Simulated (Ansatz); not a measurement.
# Be2S: the cost of one run

Computed with Ansatz 0.2.0 (DFT PBE, scalar-relativistic, plane waves, PAW, unless a step names another level, unless a step's input says otherwise).

## (1) Starting point

It takes space group Pnma (No. 62, orthorhombic). Conventional cell: a = 3.329 Å, b = 3.238 Å, c = 16.757 Å, α = 90.00°, β = 90.00°, γ = 90.00°. Be (site symmetry m) is surrounded by 2 S at 2.06 Å and 6 Be at 2.33 to 2.40 Å. Be (site symmetry m) has 2 S at 2.15 Å and 8 Be at 2.29 to 2.40 Å as nearest neighbours. S (site symmetry m) is surrounded by 4 Be at 2.06 to 2.15 Å.

Coordinates:

```xyz
12
Lattice="3.3291 0.0000 0.0000 0.0000 3.2379 0.0000 0.0000 0.0000 16.7566" Properties=species:S:1:pos:R:3 pbc="T T T"
Be    0.7818    2.4284    3.1994
Be    0.8827    0.8095   11.5777
Be    2.5472    2.4284   11.7813
Be    2.4464    0.8095    3.4030
Be    2.4464    2.4284    5.1789
Be    2.5473    0.8095   13.5572
Be    0.7819    0.8095    4.9753
Be    0.8827    2.4284   13.3536
S     0.8827    0.8095   14.7733
S     0.7818    2.4284    6.3950
S     2.5473    0.8095   10.3615
S     2.4464    2.4284    1.9832
```

It came out lowest among 24 distinct ends of the trial cells. At a tolerance of 0.05 Å it has space group Pnma (No. 62).

## (2) Relaxing to 0.001 eV/Å, on the response runs' mesh and smearing

Input file input.yaml:

```yaml
crystal:
  lattice:
    - [3.3290851945, 0.0, 0.0]
    - [0.0, 3.2379229622, 0.0]
    - [0.0, 0.0, 16.756589679]
  atoms:
    - { symbol: Be, position: [0.2348484583, 0.75, 0.190931456] }
    - { symbol: Be, position: [0.2651515417, 0.25, 0.690931456] }
    - { symbol: Be, position: [0.7651439955, 0.75, 0.7030842403] }
    - { symbol: Be, position: [0.7348560045, 0.25, 0.2030842403] }
    - { symbol: Be, position: [0.7348484583, 0.75, 0.309068544] }
    - { symbol: Be, position: [0.7651515417, 0.25, 0.809068544] }
    - { symbol: Be, position: [0.2348560045, 0.25, 0.2969157597] }
    - { symbol: Be, position: [0.2651439955, 0.75, 0.7969157597] }
    - { symbol: S, position: [0.2651525654, 0.25, 0.8816437912] }
    - { symbol: S, position: [0.2348474346, 0.75, 0.3816437912] }
    - { symbol: S, position: [0.7651525654, 0.25, 0.6183562088] }
    - { symbol: S, position: [0.7348474346, 0.75, 0.1183562088] }
basis:
  ecutwfc: 420
kpoints:
  mp_grid: { grid: [10, 10, 2] }
hamiltonian:
  xc: pbe
scf:
  occupations: { method: gaussian, width: 0.1 }
output:
  forces: true
  stress: true
  eigenvalues: true
relax:
  adjacent_minimum: "off"
  f_tol: 0.001
  max_steps: 60
  cell: { stress_tol: 0.01 }
```

Run with:

```sh
ansatz run input.yaml --threads 3 --pin off --max-ram 7680MiB --backend cpu --events-out ev --progress --plain --runs-dir out
```

**Question.** How long does this run take on 3 threads of Intel Xeon at 2.70GHz, shared host, and how much memory does it need?

About 2 min, with a peak of 0.73 GiB.
